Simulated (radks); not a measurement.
# Ba²⁺ in [Xe]: an all-electron calculation

An exercise on one series of results from a longer session: the logs are not shown, and one member is left open.

Program: radks (a radial shooting solver on a logarithmic mesh, Libxc functionals) version 1. Level of theory: scalar-relativistic Kohn-Sham, PBE, spin-polarised, spherical densities, finite nucleus. These are calculated values, not measurements, unless marked.

### Starting point

```
element            : barium (Z = 56)
charge             : +2
electrons          : 54
configuration      : [Xe]
nuclear rms radius : 4.8378 fm
```

The outer shells:

Ba²⁺
```
[Kr] core
4d [↑↓][↑↓][↑↓][↑↓][↑↓]
5s [↑↓]
5p [↑↓][↑↓][↑↓]
```

Set-up of the first run:

Input:

```text
Z 56
configuration [Xe]
relativity scalar-relativistic
functional pbe,pbe
spin polarised
nucleus finite rms 4.8378 fm
c 137.035999084
```

The run is started by

```sh
> python run_ks.py task.json out
```

The same process makes all the runs of this session.

One table of the session follows, with a row left open; its other results are not shown here.

It belongs to the step «Radial structure». Sizes of the orbitals, from the radial functions (bohr):

```
level      <r>  outermost maximum (interpolated)  90 % within  nodes
   1s  0.02558                            0.0164       0.0461      0
   2s   0.1098                            0.0929        0.170      1
   2p  0.09619                            0.0746        0.157      0
   3s   0.2920                             0.266        0.429      2
   3p   0.2899                             0.261        0.435      1
   3d   0.2666                             0.215        0.417      0
   4s   0.6739                             0.625        0.968      3
   4p        ?                                 ?            ?      ?
   4d   0.8001                             0.695         1.21      1
   5s    1.632                              1.47         2.35      4
   5p    1.894                              1.67         2.76      3
```

Estimate the missing values for 4p.

The run gave: <r>: 0.7155; outermost maximum (interpolated): 0.654; 90 % within: 1.04; nodes: 2. In the column «<r>» it lies between 4s (0.6739) and 4d (0.8001).
